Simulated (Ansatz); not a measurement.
**CH₆AlBOS: one species, many methods**

One table from this session's results is given with a row withheld; the runs are named, their logs left out.

Computed with Ansatz 0.2.0, Gaussian basis. Level: functionals in def2-TZVPP, the program's frozen cores in correlated methods.

Plan: PBE-D4, r2SCAN-D4, PBE0-D4, B3LYP-D4, ωB97X-V, ωB97M-V, B2PLYP; CCSD(T)/def2-TZVPP; MP2/def2-QZVPP; extrapolation to the limit.

### The geometry

The geometry comes from an earlier relaxation with PBE0-D4 in a triple-zeta def2 set; it is a stationary point, not always the lowest conformer.

11 atoms, charge 0, spin multiplicity 1.

Atoms are counted from 1 here; the program's logs count them from 0.

Bond lengths: O1–C2 1.485 Å, O1–H6 0.969 Å, C2–B3 1.559 Å, C2–H7 1.086 Å, C2–H8 1.088 Å, B3–Al4 2.111 Å, B3–H9 1.196 Å, Al4–S5 2.228 Å, Al4–H10 1.587 Å, S5–H11 1.345 Å. Angles: C2–O1–H6 109.2°, O1–C2–B3 67.5°, O1–C2–H7 107.7°, O1–C2–H8 111.4°, B3–C2–H7 121.5°, B3–C2–H8 123.8°, H7–C2–H8 112.3°, C2–B3–Al4 118.6°, C2–B3–H9 116.8°, Al4–B3–H9 124.3°, B3–Al4–S5 112.5°, B3–Al4–H10 135.5°, S5–Al4–H10 111.6°, Al4–S5–H11 95.9°.

Set-up of the first run:

The input, in.yaml:

```yaml
crystal:
  periodic: [false, false, false]
  atoms:
    - {symbol: O, position_ang: [-0.897495, -0.823527, 0.847857]}
    - {symbol: C, position_ang: [-0.201529, 0.362687, 1.408724]}
    - {symbol: B, position_ang: [0.758757, -0.568470, 0.608704]}
    - {symbol: Al, position_ang: [1.054546, -0.190987, -1.447220]}
    - {symbol: S, position_ang: [-0.705720, 0.791863, -2.394897]}
    - {symbol: H, position_ang: [-1.363321, -0.566843, 0.038425]}
    - {symbol: H, position_ang: [-0.274322, 0.307239, 2.490390]}
    - {symbol: H, position_ang: [-0.613641, 1.288918, 1.014110]}
    - {symbol: H, position_ang: [1.348491, -1.400863, 1.233396]}
    - {symbol: H, position_ang: [2.159499, -0.571125, -2.521052]}
    - {symbol: H, position_ang: [-1.199866, 1.314008, -1.257836]}
basis:
  gaussian: {orbitals: def2-TZVPP}
hamiltonian: {xc: pbe, dispersion: d4}
output: {forces: true, orbitals: {seedname: orbitals}}
```

On the command line:

```
> ansatz run in.yaml --threads 4 --pin off --events-out ev --progress --plain --max-ram 10444MiB
```

Among the steps run: PBE-D4 (GGA); r2SCAN-D4 (meta-GGA); PBE0-D4 (hybrid); B3LYP-D4 (hybrid); ωB97X-V (range-separated); ωB97M-V (range-separated); B2PLYP (double hybrid); CCSD(T) in def2-TZVPP; MP2 in def2-QZVPP.

One of the session's tables, all rows but one given; the rest of the session is left out.

| method | atomisation energy (kJ/mol) |
| --- | --- |
| PBE-D4 | 3736.8 |
| r2SCAN-D4 | 3695.3 |
| PBE0-D4 | 3671.8 |
| B3LYP-D4 | 3654.3 |
| ωB97X-V | 3683.3 |
| ωB97M-V | 3688.5 |
| B2PLYP | 3612.8 |
| HF/def2-TZVPP | 2635.7 |
| MP2/def2-TZVPP | 3624.9 |
| CCSD/def2-TZVPP | 3505.4 |
| CCSD(T)/def2-TZVPP | 3566.1 |
| MP2/CBS | 3721.8 |
| CCSD(T)/CBS | ? |

**Question.** Estimate the row for CCSD(T)/CBS.

As computed: atomisation energy (kJ/mol): 3663.0. In the column «atomisation energy (kJ/mol)» it lies between B3LYP-D4 (3654.3) and PBE0-D4 (3671.8).

Caveats from the session: Free atoms (1 O, 1 C, 1 B, 1 Al, 1 S, 6 H) were run apart at each level; the atomisation energy is their sum less the molecule, without zero-point or spin-orbit terms.
